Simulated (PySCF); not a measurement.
# CH7B2O2P: electronic excitations at several levels of theory

How much do the electronic excitations of CH7B2O2P (`BOB(P)OC`) depend on the level of theory, and what does each level cost?

Computed with PySCF 2.14.0, with density-fitted response routines of our own, on a single molecule in the gas phase. Atoms are numbered from 0 throughout.

### 1 Starting geometry

13 atoms, charge 0, multiplicity 1; geometry from: GFN2-xTB. The atoms were then displaced at random by about 0.01 Å, so the start is not that level's minimum.

Bonds of the start (Å): B0–O1 1.31, O1–B2 1.31, B2–P3 1.91, B2–O4 1.37, O4–C5 1.40, B0–H6 1.17, B0–H7 1.18, P3–H8 1.42, P3–H9 1.36, C5–H10 1.10, C5–H11 1.09, C5–H12 1.08.

### 2 Optimising the geometry at PBE0-D3(BJ)/def2-SVP

The job: settings as JSON, then the geometry in Å.

```
{"job": {"xc": "PBE0", "basis": "def2-SVP", "d3": "d3bj", "grid": 1, "shake": 0.01, "kind": "geom"}, "charge": 0, "multiplicity": 1}
B     -1.386470    -1.769230    -0.331410
O     -0.885590    -0.563010    -0.196990
B     -0.327720     0.612800    -0.028950
P     -1.307290     2.246100     0.139920
O      1.025700     0.811940    -0.023750
C      1.991840    -0.188560    -0.209610
H     -1.617670    -2.396060     0.625000
H     -1.634320    -2.138550    -1.423720
H     -2.140440     1.816830     1.208320
H     -0.445280     2.875380     0.989430
H      2.504060    -0.376600     0.746890
H      1.545150    -1.122380    -0.547310
H      2.683850     0.174470    -0.958130
```

Started as:

```console
$ OMP_NUM_THREADS=1 python probes_run.py task.json out
```

The driver reads the jobs from task.json and runs them one after another.

Log:

```text
step   0  E = -583.23105870  max force = 0.030952
step   1  E = -583.23803811  max force = 0.007785
step   2  E = -583.23839037  max force = 0.003372
step   3  E = -583.23844898  max force = 0.002380
step   4  E = -583.23849621  max force = 0.001922
step   5  E = -583.23854443  max force = 0.002834
step   6  E = -583.23857867  max force = 0.002972
step   7  E = -583.23859954  max force = 0.001324
step   8  E = -583.23860860  max force = 0.000579
step   9  E = -583.23860910  max force = 0.001445
step  10  E = -583.23861266  max force = 0.001192
step  11  E = -583.23861941  max force = 0.000496
step  12  E = -583.23862369  max force = 0.000566
step  13  E = -583.23862891  max force = 0.000861
step  14  E = -583.23863572  max force = 0.000732
step  15  E = -583.23864325  max force = 0.000523
step  16  E = -583.23865111  max force = 0.000587
step  17  E = -583.23865935  max force = 0.001011
step  18  E = -583.23866848  max force = 0.001191
step  19  E = -583.23867919  max force = 0.000805
step  20  E = -583.23869165  max force = 0.000838
step  21  E = -583.23871212  max force = 0.000809
step  22  E = -583.23873954  max force = 0.000754
step  23  E = -583.23877150  max force = 0.000756
step  24  E = -583.23880787  max force = 0.000424
step  25  E = -583.23885489  max force = 0.000921
step  26  E = -583.23893148  max force = 0.000318
step  27  E = -583.23894229  max force = 0.000565
step  28  E = -583.23898849  max force = 0.001436
step  29  E = -583.23903796  max force = 0.001861
step  30  E = -583.23916623  max force = 0.004352
step  31  E = -583.23912485  max force = 0.005776
step  32  E = -583.23949880  max force = 0.003916
step  33  E = -583.23971339  max force = 0.002716
step  34  E = -583.23989681  max force = 0.003928
step  35  E = -583.24001513  max force = 0.001528
step  36  E = -583.24008980  max force = 0.001364
step  37  E = -583.24016973  max force = 0.002116
step  38  E = -583.24023647  max force = 0.001724
step  39  E = -583.24046876  max force = 0.002082
step  40  E = -583.24068318  max force = 0.002496
step  41  E = -583.24083607  max force = 0.001833
step  42  E = -583.24086948  max force = 0.000881
step  43  E = -583.24084423  max force = 0.000600
step  44  E = -583.24087112  max force = 0.000233
optimisation converged
```

Wall time 4.2 min (1 thread of Arm Neoverse V2, shared host); peak memory 0.51 GiB.

Along the way: (not every step is listed)

| step | energy from step 0 (eV) | largest force component (eV/Å) |
| --- | --- | --- |
| 0 | 0.0000 | 1.5916 |
| 1 | -0.1899 | 0.4003 |
| 2 | -0.1995 | 0.1734 |
| 3 | -0.2011 | 0.1224 |
| 4 | -0.2024 | 0.0988 |
| 5 | -0.2037 | 0.1457 |
| 6 | -0.2046 | 0.1528 |
| 7 | -0.2052 | 0.0681 |
| 8 | -0.2054 | 0.0298 |
| 11 | -0.2057 | 0.0255 |
| 14 | -0.2062 | 0.0376 |
| 17 | -0.2068 | 0.0520 |
| 20 | -0.2077 | 0.0431 |
| 23 | -0.2099 | 0.0389 |
| 26 | -0.2142 | 0.0164 |
| 29 | -0.2171 | 0.0957 |
| 32 | -0.2297 | 0.2014 |
| 35 | -0.2437 | 0.0786 |
| 38 | -0.2497 | 0.0887 |
| 39 | -0.2561 | 0.1071 |
| 40 | -0.2619 | 0.1283 |
| 41 | -0.2661 | 0.0943 |
| 42 | -0.2670 | 0.0453 |
| 43 | -0.2663 | 0.0309 |
| 44 | -0.2670 | 0.0120 |

Close pairs (by a distance rule), those that changed most:

| bond | before (Å) | after (Å) | change (Å) |
| --- | --- | --- | --- |
| O1–B2 | 1.312 | 1.384 | +0.072 |
| P3–H9 | 1.364 | 1.424 | +0.060 |
| B0–H6 | 1.167 | 1.209 | +0.043 |
| B0–O1 | 1.313 | 1.352 | +0.039 |
| B0–H7 | 1.179 | 1.213 | +0.034 |
| B2–P3 | 1.912 | 1.938 | +0.026 |
| B2–O4 | 1.368 | 1.344 | -0.024 |
| C5–H12 | 1.082 | 1.100 | +0.018 |

The next job starts from the end point, and lists it.

| at the end point | value |
| --- | --- |
| point group (found at 0.08 Å tolerance) | C1 |
| rotational constants (GHz, main isotopes) | 3.365, 2.234, 1.371 |
| dipole moment (D) | 1.96 |

### 3 Excited states and response: PBE0/def2-SVP

The job: settings as JSON, then the geometry in Å.

```
{"job": {"kind": "uv", "xc": "PBE0", "basis": "def2-SVP"}, "charge": 0, "multiplicity": 1}
B     -1.832197    -1.894923    -0.746802
O     -0.693711    -1.267527    -0.374036
B     -0.423583     0.086608    -0.273533
P     -1.802424     1.445567    -0.360597
O      0.855442     0.492848    -0.199352
C      1.963305    -0.379324    -0.213794
H     -1.852914    -3.102635    -0.689727
H     -2.788621    -1.254657    -1.129809
H     -2.652190     0.889271     0.639167
H     -1.143806     2.359021     0.510983
H      2.465682    -0.340146     0.764893
H      1.666817    -1.417241    -0.423283
H      2.672690    -0.037645    -0.981526
```

Method: TDDFT PBE0/def2-SVP, vertical, gas phase, core orbitals frozen in the response.

Log:

```text
coarse grid: 11400 points
cycle   1  E = -583.0492903036  dE =  5.150e-01  |g| = 7.198e-01  |ddm| = 3.540e+00
cycle   2  E = -582.8987731114  dE =  1.505e-01  |g| = 1.142e+00  |ddm| = 1.454e+00
cycle   3  E = -583.1472956226  dE = -2.485e-01  |g| = 6.321e-02  |ddm| = 9.416e-01
cycle   4  E = -583.1481877324  dE = -8.921e-04  |g| = 2.238e-02  |ddm| = 1.043e-01
cycle   5  E = -583.1483332718  dE = -1.455e-04  |g| = 5.750e-03  |ddm| = 3.971e-02
cycle   6  E = -583.1483414351  dE = -8.163e-06  |g| = 2.031e-03  |ddm| = 7.822e-03
final grid: 105576 points
cycle   7  E = -583.2322274708  dE = -3.060e-05  |g| = 8.913e-03  |ddm| = 2.770e-02
cycle   8  E = -583.2322135109  dE =  1.396e-05  |g| = 1.259e-02  |ddm| = 1.537e-02
cycle   9  E = -583.2322433303  dE = -2.982e-05  |g| = 1.092e-03  |ddm| = 9.036e-03
cycle  10  E = -583.2322436339  dE = -3.035e-07  |g| = 1.505e-04  |ddm| = 1.366e-03
cycle  11  E = -583.2322436379  dE = -4.044e-09  |g| = 7.879e-05  |ddm| = 1.740e-04
cycle  12  E = -583.2322436390  dE = -1.106e-09  |g| = 2.804e-05  |ddm| = 8.131e-05
cycle  13  E = -583.2322436392  dE = -1.680e-10  |g| = 4.816e-06  |ddm| = 2.749e-05
converged SCF energy = -583.2322436392

Static polarisability (au): isotropic 64.492, principal 46.459 70.559 76.457

Singlet excitations
state   eV       nm        f      main configurations
  1   5.1123    242.5   0.02139   H->L 0.93
  2   5.8917    210.4   0.00992   H-1->L 0.87
  3   6.8522    180.9   0.03871   H->L+1 0.80, H->L+2 0.11
  4   7.0225    176.6   0.04666   H->L+2 0.85, H->L+1 0.11
  5   7.0985    174.7   0.07394   H-2->L 0.67, H-3->L 0.17
  6   7.3789    168.0   0.05435   H-3->L 0.75, H-2->L 0.20
  7   7.5605    164.0   0.01844   H-4->L 0.85
  8   7.7680    159.6   0.07846   H->L+3 0.79, H-1->L+1 0.09
  9   7.9572    155.8   0.02969   H-1->L+1 0.81
 10   8.4085    147.5   0.05036   H->L+4 0.79

Triplet excitations (Tamm-Dancoff, eV): 4.6971 5.3233 5.8921 6.1704
```

It took 15 s on 1 thread of Arm Neoverse V2, shared host; peak memory 0.62 GiB.

The orbitals next to the gap, with their largest atomic shares:

| orbital | eV | atoms |
| --- | --- | --- |
| HOMO−3 | -9.57 | O4 44 %, C5 11 %, H11 10 % |
| HOMO−2 | -9.12 | O4 43 %, C5 11 %, B2 10 % |
| HOMO−1 | -8.60 | O1 25 %, B0 20 %, P3 15 % |
| HOMO | -7.21 | P3 76 %, B2 8 %, O4 4 % |
| LUMO | -0.98 | B0 69 %, B2 15 %, O1 4 % |
| LUMO+1 | 0.76 | B2 41 %, B0 16 %, O1 12 % |
| LUMO+2 | 1.21 | P3 48 %, H9 20 %, H8 16 % |

With each of the 10 states as a Gaussian band of 0.4 eV half-width at 1/e, the curve within the window shown has maxima at 242 nm (ε 880), 212 nm (ε 430), 173 nm (ε 7,700) L/(mol cm). Beyond the last state computed it falls off for lack of states. The curve at chosen wavelengths:

(nm, ε (L/mol/cm)): (142, 1210), (147, 2613), (153, 4087), (158, 5679), (163, 6531), (168, 7209), (174, 7664), (179, 6345), (184, 3921), (190, 1543), (195, 625), (200, 373), (205, 388), (211, 429), (216, 422), (221, 432), (226, 514), (232, 692), (237, 827), (242, 875), (248, 794), (253, 643), (258, 469), (263, 311), (269, 171), (274, 96)

Further results of this job:

| property | computed |
| --- | --- |
| dipole moment (D) | 1.96 |
| polarisability (Å³) | 9.56 |
| HOMO–LUMO gap (eV) | 6.23 |
| −ε(HOMO) (eV) | 7.21 |

### 4 Ultraviolet spectrum: PBE0/def2-TZVP

Same as in step 3 but for these lines:

```diff
@@ -1,2 +1,2 @@
-{"job": {"kind": "uv", "xc": "PBE0", "basis": "def2-SVP"}, "charge": 0, "multiplicity": 1}
+{"job": {"kind": "uv", "xc": "PBE0", "basis": "def2-TZVP"}, "charge": 0, "multiplicity": 1}
 B     -1.832197    -1.894923    -0.746802
```

Level: TDDFT PBE0/def2-TZVP, vertical, gas phase, core orbitals frozen in the response.

Log:

```text
coarse grid: 11400 points
cycle   1  E = -583.5152148664  dE =  5.534e-01  |g| = 7.882e-01  |ddm| = 2.605e+00
cycle   2  E = -583.3311793289  dE =  1.840e-01  |g| = 1.274e+00  |ddm| = 1.166e+00
cycle   3  E = -583.6232824686  dE = -2.921e-01  |g| = 7.647e-02  |ddm| = 7.681e-01
cycle   4  E = -583.6245100563  dE = -1.228e-03  |g| = 2.842e-02  |ddm| = 8.826e-02
cycle   5  E = -583.6247130332  dE = -2.030e-04  |g| = 6.921e-03  |ddm| = 3.152e-02
cycle   6  E = -583.6247229164  dE = -9.883e-06  |g| = 2.034e-03  |ddm| = 6.765e-03
final grid: 105576 points
cycle   7  E = -583.6211344056  dE = -7.931e-05  |g| = 9.708e-03  |ddm| = 7.891e-02
cycle   8  E = -583.6211207152  dE =  1.369e-05  |g| = 1.318e-02  |ddm| = 1.149e-02
cycle   9  E = -583.6211503288  dE = -2.961e-05  |g| = 1.432e-03  |ddm| = 6.564e-03
cycle  10  E = -583.6211507223  dE = -3.935e-07  |g| = 2.575e-04  |ddm| = 1.185e-03
cycle  11  E = -583.6211507378  dE = -1.552e-08  |g| = 7.376e-05  |ddm| = 2.216e-04
cycle  12  E = -583.6211507389  dE = -1.123e-09  |g| = 2.076e-05  |ddm| = 5.891e-05
cycle  13  E = -583.6211507390  dE = -7.753e-11  |g| = 8.426e-06  |ddm| = 1.650e-05
converged SCF energy = -583.6211507390

Static polarisability (au): isotropic 73.628, principal 56.029 78.674 86.182

Singlet excitations
state   eV       nm        f      main configurations
  1   5.1088    242.7   0.01771   H->L 0.92
  2   5.8836    210.7   0.00916   H-1->L 0.86
  3   6.6070    187.7   0.02164   H->L+1 0.67, H->L+2 0.28
  4   6.7370    184.0   0.04659   H->L+2 0.58, H->L+1 0.23, H->L+3 0.14
  5   7.0238    176.5   0.06447   H-2->L 0.52, H->L+3 0.26
  6   7.0755    175.2   0.13141   H->L+3 0.52, H-2->L 0.22
  7   7.3279    169.2   0.05005   H-3->L 0.74, H-2->L 0.17
  8   7.5003    165.3   0.01280   H-4->L 0.77
  9   7.7034    160.9   0.01075   H-1->L+1 0.37, H->L+4 0.30, H->L+5 0.16
 10   7.7782    159.4   0.07983   H-1->L+1 0.45, H->L+4 0.36

Triplet excitations (Tamm-Dancoff, eV): 4.6780 5.2726 5.6229 5.9640
```

Wall time 40 s (1 thread of Arm Neoverse V2, shared host); peak memory 0.9 GiB.

This run: HOMO -7.31 eV, LUMO -1.08 eV; lowest singlet 5.11 eV.

### 5 Ultraviolet spectrum: PBE0/aug-cc-pVDZ

Same as in step 4 but for these lines:

```diff
@@ -1,2 +1,2 @@
-{"job": {"kind": "uv", "xc": "PBE0", "basis": "def2-TZVP"}, "charge": 0, "multiplicity": 1}
+{"job": {"kind": "uv", "xc": "PBE0", "basis": "aug-cc-pVDZ"}, "charge": 0, "multiplicity": 1}
 B     -1.832197    -1.894923    -0.746802
```

With the program's defaults for keys left out, this is: TDDFT PBE0/aug-cc-pVDZ, vertical, gas phase, core orbitals frozen in the response.

Log:

```text
coarse grid: 11400 points
cycle   1  E = -583.4270320262  dE =  5.903e-01  |g| = 7.282e-01  |ddm| = 8.476e+00
cycle   2  E = -583.2588753819  dE =  1.682e-01  |g| = 1.186e+00  |ddm| = 2.514e+00
cycle   3  E = -583.5270259942  dE = -2.682e-01  |g| = 6.681e-02  |ddm| = 1.416e+00
cycle   4  E = -583.5280266806  dE = -1.001e-03  |g| = 2.471e-02  |ddm| = 1.950e-01
cycle   5  E = -583.5282077755  dE = -1.811e-04  |g| = 5.870e-03  |ddm| = 7.300e-02
cycle   6  E = -583.5282177702  dE = -9.995e-06  |g| = 1.205e-03  |ddm| = 1.626e-02
final grid: 105576 points
cycle   7  E = -583.5410260935  dE = -3.565e-05  |g| = 8.294e-03  |ddm| = 1.471e-01
cycle   8  E = -583.5410156647  dE =  1.043e-05  |g| = 1.137e-02  |ddm| = 3.030e-02
cycle   9  E = -583.5410399346  dE = -2.427e-05  |g| = 1.170e-03  |ddm| = 1.532e-02
cycle  10  E = -583.5410402689  dE = -3.343e-07  |g| = 1.710e-04  |ddm| = 2.425e-03
cycle  11  E = -583.5410402756  dE = -6.743e-09  |g| = 6.599e-05  |ddm| = 4.705e-04
cycle  12  E = -583.5410402764  dE = -8.113e-10  |g| = 3.431e-05  |ddm| = 1.587e-04
cycle  13  E = -583.5410402766  dE = -2.292e-10  |g| = 5.383e-06  |ddm| = 5.051e-05
converged SCF energy = -583.5410402766

Static polarisability (au): isotropic 78.010, principal 60.884 82.152 90.993

Singlet excitations
state   eV       nm        f      main configurations
  1   5.0503    245.5   0.01647   H->L 0.93
  2   5.8299    212.7   0.00813   H-1->L 0.86
  3   6.1760    200.8   0.04487   H->L+1 0.81, H->L+2 0.15
  4   6.6081    187.6   0.02069   H->L+2 0.43, H->L+5 0.27, H->L+3 0.10
  5   6.6796    185.6   0.13587   H->L+3 0.68, H->L+5 0.26
  6   6.8182    181.8   0.01857   H->L+2 0.36, H->L+5 0.35, H->L+3 0.12
  7   6.9973    177.2   0.07913   H-2->L 0.75, H-3->L 0.10
  8   7.1189    174.2   0.00325   H->L+4 0.89
  9   7.2754    170.4   0.03633   H-3->L 0.55, H-2->L 0.14
 10   7.3616    168.4   0.05268   H->L+7 0.23, H-3->L 0.20, H->L+8 0.18

Triplet excitations (Tamm-Dancoff, eV): 4.6598 5.2462 5.7012 5.8761
```

Wall time 35 s (1 thread of Arm Neoverse V2, shared host); peak memory 0.8 GiB.

Key values: HOMO -7.31 eV, LUMO -1.15 eV; lowest singlet 5.05 eV.

### 6 TDDFT and polarisability: PBE0/def2-TZVPD

Same as in step 5 but for these lines:

```diff
@@ -1,2 +1,2 @@
-{"job": {"kind": "uv", "xc": "PBE0", "basis": "aug-cc-pVDZ"}, "charge": 0, "multiplicity": 1}
+{"job": {"kind": "uv", "xc": "PBE0", "basis": "def2-TZVPD"}, "charge": 0, "multiplicity": 1}
 B     -1.832197    -1.894923    -0.746802
```

Level: TDDFT PBE0/def2-TZVPD, vertical, gas phase, core orbitals frozen in the response.

Log:

```text
coarse grid: 11400 points
cycle   1  E = -583.5163981273  dE =  5.527e-01  |g| = 7.876e-01  |ddm| = 3.165e+00
cycle   2  E = -583.3297688811  dE =  1.866e-01  |g| = 1.278e+00  |ddm| = 1.648e+00
cycle   3  E = -583.6243252474  dE = -2.946e-01  |g| = 7.702e-02  |ddm| = 1.006e+00
cycle   4  E = -583.6255641734  dE = -1.239e-03  |g| = 2.892e-02  |ddm| = 1.267e-01
cycle   5  E = -583.6257759069  dE = -2.117e-04  |g| = 6.958e-03  |ddm| = 4.792e-02
cycle   6  E = -583.6257862440  dE = -1.034e-05  |g| = 1.803e-03  |ddm| = 1.099e-02
cycle   7  E = -583.6257870913  dE = -8.472e-07  |g| = 5.612e-04  |ddm| = 2.716e-03
final grid: 105576 points
cycle   8  E = -583.6221917884  dE = -8.334e-05  |g| = 9.976e-03  |ddm| = 2.435e-01
cycle   9  E = -583.6221768280  dE =  1.496e-05  |g| = 1.374e-02  |ddm| = 1.843e-02
cycle  10  E = -583.6222085092  dE = -3.168e-05  |g| = 1.549e-03  |ddm| = 8.825e-03
cycle  11  E = -583.6222089842  dE = -4.750e-07  |g| = 2.938e-04  |ddm| = 1.670e-03
cycle  12  E = -583.6222090019  dE = -1.775e-08  |g| = 1.240e-04  |ddm| = 3.965e-04
cycle  13  E = -583.6222090045  dE = -2.516e-09  |g| = 4.398e-05  |ddm| = 1.532e-04
cycle  14  E = -583.6222090048  dE = -3.922e-10  |g| = 6.325e-06  |ddm| = 4.315e-05
converged SCF energy = -583.6222090048

Static polarisability (au): isotropic 77.771, principal 60.888 81.852 90.574

Singlet excitations
state   eV       nm        f      main configurations
  1   5.0865    243.8   0.01666   H->L 0.93
  2   5.8620    211.5   0.00858   H-1->L 0.85
  3   6.2719    197.7   0.03765   H->L+1 0.89
  4   6.5981    187.9   0.02261   H->L+3 0.50, H->L+5 0.21, H->L+4 0.12
  5   6.7056    184.9   0.13450   H->L+2 0.77, H->L+3 0.12
  6   7.0175    176.7   0.06133   H-2->L 0.73, H-3->L 0.10
  7   7.1426    173.6   0.05836   H->L+4 0.40, H->L+3 0.27, H->L+5 0.21
  8   7.2905    170.1   0.04088   H-3->L 0.57, H-2->L 0.15, H->L+6 0.11
  9   7.3459    168.8   0.01181   H->L+5 0.48, H->L+4 0.39
 10   7.3899    167.8   0.05548   H->L+6 0.60, H-3->L 0.16

Triplet excitations (Tamm-Dancoff, eV): 4.6607 5.2414 5.5747 5.8663
```

It took 61 s on 1 thread of Arm Neoverse V2, shared host; peak memory 1 GiB.

In short: HOMO -7.33 eV, LUMO -1.12 eV; lowest singlet 5.09 eV.

### 7 TDDFT and polarisability: PBE0/6-31+G*

Same as in step 6 but for these lines:

```diff
@@ -1,2 +1,2 @@
-{"job": {"kind": "uv", "xc": "PBE0", "basis": "def2-TZVPD"}, "charge": 0, "multiplicity": 1}
+{"job": {"kind": "uv", "xc": "PBE0", "basis": "6-31+G*"}, "charge": 0, "multiplicity": 1}
 B     -1.832197    -1.894923    -0.746802
```

Method: TDDFT PBE0/6-31+G*, vertical, gas phase, core orbitals frozen in the response.

Log:

```text
coarse grid: 11400 points
cycle   1  E = -583.4516304817  dE =  5.711e-01  |g| = 7.191e-01  |ddm| = 3.264e+00
cycle   2  E = -583.2926174706  dE =  1.590e-01  |g| = 1.160e+00  |ddm| = 1.417e+00
cycle   3  E = -583.5512989211  dE = -2.587e-01  |g| = 6.371e-02  |ddm| = 9.394e-01
cycle   4  E = -583.5522314587  dE = -9.325e-04  |g| = 2.295e-02  |ddm| = 1.237e-01
cycle   5  E = -583.5523955530  dE = -1.641e-04  |g| = 5.116e-03  |ddm| = 4.274e-02
cycle   6  E = -583.5524028975  dE = -7.344e-06  |g| = 1.204e-03  |ddm| = 9.183e-03
final grid: 105576 points
cycle   7  E = -583.4981500812  dE = -2.180e-05  |g| = 8.383e-03  |ddm| = 4.420e-02
cycle   8  E = -583.4981399505  dE =  1.013e-05  |g| = 1.139e-02  |ddm| = 1.457e-02
cycle   9  E = -583.4981648598  dE = -2.491e-05  |g| = 1.150e-03  |ddm| = 7.871e-03
cycle  10  E = -583.4981652017  dE = -3.419e-07  |g| = 1.333e-04  |ddm| = 1.449e-03
cycle  11  E = -583.4981652057  dE = -3.969e-09  |g| = 5.023e-05  |ddm| = 1.900e-04
cycle  12  E = -583.4981652062  dE = -5.177e-10  |g| = 2.540e-05  |ddm| = 7.819e-05
converged SCF energy = -583.4981652062

Static polarisability (au): isotropic 70.761, principal 52.786 75.811 83.684

Singlet excitations
state   eV       nm        f      main configurations
  1   5.0895    243.6   0.01864   H->L 0.94
  2   5.9016    210.1   0.00835   H-1->L 0.87
  3   6.2754    197.6   0.05083   H->L+1 0.86, H->L+3 0.09
  4   6.7381    184.0   0.09196   H->L+2 0.84
  5   6.8353    181.4   0.10276   H->L+3 0.66, H->L+5 0.18
  6   7.0414    176.1   0.00138   H->L+5 0.60, H->L+3 0.17, H-2->L 0.08
  7   7.0890    174.9   0.09858   H-2->L 0.69, H->L+5 0.09
  8   7.3437    168.8   0.03709   H-3->L 0.68, H-2->L 0.12
  9   7.4105    167.3   0.00807   H->L+4 0.75
 10   7.5041    165.2   0.04196   H->L+7 0.33, H-4->L 0.22, H->L+6 0.13

Triplet excitations (Tamm-Dancoff, eV): 4.7187 5.3686 5.7916 5.9368
```

Run time: 16 s. Hardware: 1 thread of Arm Neoverse V2, shared host; peak memory 0.67 GiB.

Key values: HOMO -7.30 eV, LUMO -1.11 eV; lowest singlet 5.09 eV.

### 8 Run by run: electronic excitations

Excitations and ground-state properties, with basis size and wall time:

| run | lowest singlet (eV) | brightest (eV) | f | gap (eV) | α (Å³) | μ (D) | functions | time |
| --- | --- | --- | --- | --- | --- | --- | --- | --- |
| PBE0/def2-SVP | 5.11 | 7.77 | 0.078 | 6.23 | 9.56 | 1.96 | 123 | 15 s |
| PBE0/def2-TZVP | 5.11 | 7.08 | 0.131 | 6.23 | 10.91 | 1.72 | 234 | 40 s |
| PBE0/aug-cc-pVDZ | 5.05 | 6.68 | 0.136 | 6.16 | 11.56 | 1.73 | 205 | 35 s |
| PBE0/def2-TZVPD | 5.09 | 6.71 | 0.135 | 6.21 | 11.52 | 1.67 | 297 | 61 s |
| PBE0/6-31+G* | 5.09 | 6.84 | 0.103 | 6.19 | 10.49 | 1.88 | 126 | 16 s |

### 9 Outcome

| quantity | value |
| --- | --- |
| point group | C1 |
| rotational constants (main isotopes) | 3.37, 2.23, 1.37 GHz |
| lowest singlet (PBE0/def2-SVP) | 5.11 eV (243 nm), f = 0.021 |
| brightest single state of those computed | state 8, 7.77 eV, f = 0.078 |
| lowest triplet | 4.70 eV |
| range of the lowest singlet | 5.05 to 5.11 eV |

In words: Single values in the summary come from the first run of each kind that ended normally (PBE0/def2-SVP), which need not be the best level. Relaxing lowered the energy by 0.267 eV in 44 steps; the close pair that moved most is O1–B2, from 1.312 to 1.384 Å. The lowest singlet, at 5.11 eV, is HOMO→LUMO 0.93 and is weak; of the 10 states computed, the strongest absorption comes from state 8 at 7.77 eV (the last state computed is bright too, and its partners may lie past the list). The lowest triplet lies 0.42 eV below the lowest singlet (triplets in Tamm-Dancoff, singlets in full TDDFT). States above −ε(HOMO) lie where TDDFT describes them poorly and they hang on the basis; the brightest is among them. The basis of PBE0/def2-SVP has no diffuse functions, so Rydberg states are missing and the high states are unreliable. The lowest singlet runs from 5.05 eV (PBE0/aug-cc-pVDZ) to 5.11 eV (PBE0/def2-SVP), while the orbital gap spans 6.16 to 6.23 eV. The lowest state need not be the same one in every run.
